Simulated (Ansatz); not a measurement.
**BeB2 (P6/mmm): relaxations under a series of pressures, by script**

How does BeB2 (P6/mmm) give way under pressure? The task is relaxations under a series of pressures, for BeB2 (P6/mmm).

All numbers are computed with Ansatz 0.2.0 through its Python package. Level of theory: DFT r2SCAN, plane waves, PAW.

## 1. Starting point

It takes space group P6/mmm (No. 191, hexagonal). Conventional cell: a = 2.930 Å, b = 2.930 Å, c = 2.877 Å, α = 90.00°, β = 90.00°, γ = 120.00°. Around Be (site symmetry 6/mmm) lie 12 B at 2.22 Å. Around B (site symmetry -6m2) lie 3 B at 1.69 Å and 6 Be at 2.22 Å.

No structure file is read: the coordinates are typed or built in the script.

## 2. Script

Input file compress.py:

```python
import warnings

import ansatz
from ase import Atoms
import numpy as np
import pandas as pd

def edges_and_angles(cell):
    cell = np.asarray(cell)
    a, b, c = np.linalg.norm(cell, axis=1)
    cosines = cell[1] @ cell[2] / (b * c), cell[0] @ cell[2] / (a * c), cell[0] @ cell[1] / (a * b)
    return (a, b, c, *np.degrees(np.arccos(cosines)))


def main() -> None:
    warnings.simplefilter("ignore", ansatz.DeckWarning)

    atoms = Atoms(
        ["Be", "B", "B"],
        scaled_positions=[
            [0.0, 0.0, 0.0],
            [1 / 3, 2 / 3, 0.5],
            [2 / 3, 1 / 3, 0.5],
        ],
        cell=[
            [2.92969, 0.0, 0.0],
            [-1.46485, 2.53719, 0.0],
            [0.0, 0.0, 2.87733],
        ],
        pbc=True,
    )
    system = ansatz.Crystal.from_ase(atoms)

    base = (
        system.calculation()
        .functional("r2scan")
        .pseudopotentials("paw")
        .kpoints(9, 9, 8)
        .occupations(ansatz.OccupationsMethod.FERMI_DIRAC, width=0.05)
    )

    rows = []
    for pressure in [-2, 0, 2, 5, 10]:
        out = base.relax(cell=True, pressure=pressure, max_steps=40).run(threads=1, backend="cpu")
        cell = out.lattice.cell_ang
        n_atoms = len(out.lattice.sites)
        volume = abs(np.linalg.det(cell)) / n_atoms
        enthalpy = out.report["free_energy_ev"] / n_atoms + pressure * volume / 160.21766
        rows.append((pressure, volume, enthalpy, *edges_and_angles(cell)))
        print(f"{pressure} GPa done: {volume:.4f} A^3/atom")

    table = pd.DataFrame(rows, columns=["P_GPa", "V_A3_atom", "H_eV_atom", "a", "b", "c", "alpha", "beta", "gamma"])
    print(table.round(4).to_string(index=False))
    p, v = np.array([row[0] for row in rows], float), np.array([row[1] for row in rows])
    print("mean bulk modulus between rows (GPa):", np.round(-np.diff(p) / np.diff(np.log(v)), 1))


if __name__ == "__main__":
    main()
```

## 3. The calls as engine input

The package turns the script's settings into the engine's input (first run):

```yaml
crystal:
  lattice:
    - [2.92969, 0.0, 0.0]
    - [-1.46485, 2.53719, 0.0]
    - [0.0, 0.0, 2.87733]
  atoms:
    - { symbol: Be, position: [0.0, 0.0, 0.0] }
    - { symbol: B, position: [0.3333333333333333, 0.6666666666666666, 0.5] }
    - { symbol: B, position: [0.6666666666666666, 0.3333333333333333, 0.5] }
kpoints:
  mp_grid:
    grid: [9, 9, 8]
hamiltonian:
  xc: r2scan
  pseudopotentials:
    kind: paw
scf:
  occupations:
    method: fermi_dirac
    width: 0.05
relax:
  max_steps: 40
  cell:
    p_target: -2.0
```

## 4. Launch

Launch:

```bash
$ python compress.py
```

Output:

```text
-2 GPa done: 7.2059 A^3/atom
0 GPa done: 7.1227 A^3/atom
2 GPa done: 7.0442 A^3/atom
5 GPa done: 6.9363 A^3/atom
10 GPa done: 6.7718 A^3/atom
 P_GPa  V_A3_atom  H_eV_atom      a      b      c  alpha  beta  gamma
    -2     7.2059  -135.4267 2.9302 2.9302 2.9073   90.0  90.0  120.0
     0     7.1227  -135.3373 2.9228 2.9228 2.8882   90.0  90.0  120.0
     2     7.0442  -135.2489 2.9151 2.9151 2.8715   90.0  90.0  120.0
     5     6.9363  -135.1180 2.9039 2.9039 2.8494   90.0  90.0  120.0
    10     6.7718  -134.9042 2.8860 2.8860 2.8164   90.0  90.0  120.0
mean bulk modulus between rows (GPa): [172.2 180.4 194.4 208.3]
```

Wall time 47 s (1 thread of Arm Neoverse V1, shared host); peak memory 0.47 GiB.

Lines on the test bed's own set-up are left out of the output.

## 5. The engine's runs

The 5 runs, in the order started:

| run | pressure asked (GPa) | energy from run 2 (meV/atom) | final volume (Å³/atom) | pressure (GPa) | SCF cycles in all | CPU time (s) |
| --- | --- | --- | --- | --- | --- | --- |
| 1 | -2 | 0.53 | 7.21 | -2.00 | 20 | 8.3 |
| 2 | 0 | 0.00 | 7.12 | -0.02 | 18 | 8.1 |
| 3 | 2 | 0.48 | 7.04 | 2.00 | 23 | 9.9 |
| 4 | 5 | 2.82 | 6.94 | 4.99 | 22 | 9.1 |
| 5 | 10 | 10.48 | 6.77 | 10.01 | 24 | 9.9 |

Energies are free energies F = E - TS of the smeared occupations. 

## 6. The relaxation of run 1, step by step

Step by step:

| step | E - E(step 1) (eV/cell) | largest force component (eV/Å) | pressure (GPa) | volume (Å³) |
| --- | --- | --- | --- | --- |
| 1 | 0.0000 | 0.0000 | -0.76 | 21.39 |
| 2 | 0.0001 | 0.0000 | -1.32 | 21.56 |
| 3 | 0.0004 | 0.0000 | -1.63 | 21.58 |
| 4 | 0.0007 | 0.0000 | -2.00 | 21.62 |
| 5 | 0.0007 | 0.0000 | -2.00 | 21.62 |

Step 1 is the start. Step 5 repeats the geometry before it on a plane-wave basis chosen anew for that cell, so its energy need not be comparable with the rows above.

«Before» is this run's own start.

|  | before | after | change |
| --- | --- | --- | --- |
| a (Å) | 2.930 | 2.930 | 0.0 % |
| b (Å) | 2.930 | 2.930 | 0.0 % |
| c (Å) | 2.877 | 2.907 | +1.0 % |
| volume (Å³/atom) | 7.13 | 7.21 | +1.1 % |
| shortest distance (Å) | 1.691 | 1.692 | 0.0 % |
| space group (0.01 Å) | P6/mmm | P6/mmm | same |

Forces and stress were held to the start's 24 operations: a distortion of lower symmetry was not tested.

Under a set pressure the enthalpy E + pV is minimised, so E itself may rise.

## 7. Path of the relaxation of run 5

The steps of the relaxation:

| step | E - E(step 1) (eV/cell) | largest force component (eV/Å) | pressure (GPa) | volume (Å³) |
| --- | --- | --- | --- | --- |
| 1 | 0.0000 | 0.0000 | -0.76 | 21.39 |
| 2 | 0.0129 | 0.0000 | 5.57 | 20.69 |
| 3 | 0.0352 | 0.0000 | 11.35 | 20.28 |
| 4 | 0.0319 | 0.0000 | 10.16 | 20.29 |
| 5 | 0.0305 | 0.0000 | 10.01 | 20.32 |
| 6 | 0.0305 | 0.0000 | 10.01 | 20.32 |

Step 1 is the start. Step 6 repeats the geometry before it on a plane-wave basis chosen anew for that cell, so its energy need not be comparable with the rows above.

«Before» is this run's own start.

|  | before | after | change |
| --- | --- | --- | --- |
| a (Å) | 2.930 | 2.886 | -1.5 % |
| b (Å) | 2.930 | 2.886 | -1.5 % |
| c (Å) | 2.877 | 2.816 | -2.1 % |
| volume (Å³/atom) | 7.13 | 6.77 | -5.0 % |
| shortest distance (Å) | 1.691 | 1.666 | -1.5 % |
| space group (0.01 Å) | P6/mmm | P6/mmm | same |

The run keeps the 24 symmetry operations of the start, so it could not have lowered the symmetry.

Under a set pressure the enthalpy E + pV is minimised, so E itself may rise.

## 8. Outcome

| quantity | value |
| --- | --- |
| bulk modulus between neighbouring pressures | 172.2 to 208.3 GPa |
| runs compared | 5 |
| range of energy | 10.48 meV/atom |

In words: The crystal stiffens as it is compressed. The volume falls from 7.21 Å³ an atom at -2 GPa to 6.77 at 10 GPa, by 6.0 %. Between -2 and 0 GPa, -V dP/dV is about 172 GPa, a mean over that step. In run 1, over 3 moves the cell grew by 1.1 % in volume under the -2 GPa asked, and the space group stayed P6/mmm. In run 5, over 4 moves the cell shrank by 5.0 % in volume under the 10 GPa asked, and the space group stayed P6/mmm. Caveats:
- At a fixed pressure a relaxation lowers the enthalpy F + PV, while F alone can rise.
- For a metal this k-point mesh is coarse: on a finer one energies can move by several to tens of meV an atom and pressures by half a GPa or more, differences at one mesh by less.
- The structure comes from a database of computed cells and needn't be a stable or known phase.
- Symmetry holds the cell in this phase, so another phase that may be stable under pressure is not reached.
